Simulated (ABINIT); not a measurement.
Here is an ABINIT 10.8.3 (patched build) calculation.

File run.abi:

```
ndtset 3

pp_dirpath "./"
pseudos "B.upf, Pd.upf"

acell 3.701958558 3.701958558 3.701958558 Angstrom
rprim
     0.0000000000     0.7071067812     0.7071067812
     0.7071067812     0.0000000000     0.7071067812
     0.7071067812     0.7071067812     0.0000000000
ntypat 2
znucl 5 46
natom 4
typat 1 1 1 2
xred
            0.0            0.0            0.0
            1/4            1/4            1/4
            3/4            3/4            3/4
            1/2            1/2            1/2

ecut 37.0

ngkpt 6 6 6
nshiftk 4
shiftk
     0.5000000000     0.5000000000     0.5000000000
     0.5000000000     0.0000000000     0.0000000000
     0.0000000000     0.5000000000     0.0000000000
     0.0000000000     0.0000000000     0.5000000000
istwfk *1

ixc -116133

occopt 3
tsmear 0.05 eV

nstep 80
diemac 1000.0

iomode 3
prteig 0
prtebands 0

nband1 18
tolvrs1 1.0e-12
prtden1 1
prtwf1 0
kptopt1 1

iscf2 -3
getden2 1
nband2 24
nbdbuf2 4
tolwfr2 1.0e-12
nstep2 120
prtden2 0
kptopt2 1

optdriver3 8
wfk_task3 "wfk_optics_fullbz"
getwfk3 2
nband3 20
kptopt3 1
prtevk3 1
inclvkb3 2
```

The input optic.abi:

```
&FILES
 ddkfile_1 = 'runo_DS3_1_EVK.nc',
 ddkfile_2 = 'runo_DS3_2_EVK.nc',
 ddkfile_3 = 'runo_DS3_3_EVK.nc',
 wfkfile = 'runo_DS3_WFK.nc'
/
&PARAMETERS
 broadening = 0.001837,
 domega = 0.002,
 maxomega = 0.8,
 scissor = 0.000000,
 tolerance = 0.002
/
&COMPUTATIONS
 num_lin_comp = 1,
 lin_comp = 11,
 num_nonlin_comp = 0
/
```

Potentials or basis: PseudoDojo NC SR PBEsol v0.4 stringent.

Command:

```console
$ abinit run.abi > log 2>&1
$ optic optic.abi > optic.log 2>&1
```

Task: Estimate the pressure.

Result: -5.8 GPa.

Dielectric function (mean over the directions given):
| energy (eV) | real part | imaginary part |
| --- | --- | --- |
| 0.33 | 91.43 | 27.43 |
| 0.76 | 53.26 | 46.83 |
| 1.31 | -3.52 | 55.79 |
| 1.74 | 14.55 | 13.61 |
| 2.29 | 8.61 | 49.38 |
| 2.83 | 1.19 | 24.87 |
| 3.27 | -3.28 | 16.27 |
| 3.81 | -8.73 | 19.78 |
| 4.25 | -12.03 | 10.55 |
| 4.79 | -4.77 | 8.32 |
| 5.33 | -1.12 | 7.01 |
| 5.77 | -0.15 | 7.02 |
| 6.31 | -0.68 | 9.72 |
| 6.75 | -4.61 | 9.62 |
| 7.29 | -2.89 | 12.98 |
| 7.84 | -6.75 | 3.88 |
| 8.27 | -4.18 | 4.78 |
| 8.82 | -4.54 | 3.37 |
| 9.36 | -3.27 | 3.09 |
| 9.80 | -2.76 | 3.37 |
| 10.34 | -2.78 | 1.99 |
| 10.78 | -1.98 | 1.52 |
| 11.32 | -1.83 | 1.28 |
| 11.86 | -1.76 | 1.97 |
| 12.30 | -1.96 | 1.29 |
| 12.84 | -1.72 | 1.14 |
| 13.28 | -0.19 | 1.08 |
| 13.82 | -1.24 | 1.69 |
| 14.37 | -1.41 | 1.30 |
| 14.80 | -1.46 | 1.22 |
| 15.35 | -0.76 | 0.81 |
| 15.89 | -0.84 | 0.84 |
| 16.33 | -0.71 | 0.84 |
| 16.87 | -0.81 | 0.95 |
| 17.31 | -0.67 | 0.68 |
| 17.85 | -0.17 | 1.05 |
| 18.39 | -0.60 | 1.19 |
| 18.83 | -0.32 | 0.81 |
| 19.38 | -0.61 | 0.39 |
| 19.92 | -0.45 | 0.69 |

Caveat: the intraband (Drude) term is left out; spectra need much finer meshes, so this one isn't converged; independent-particle spectra lack excitons.
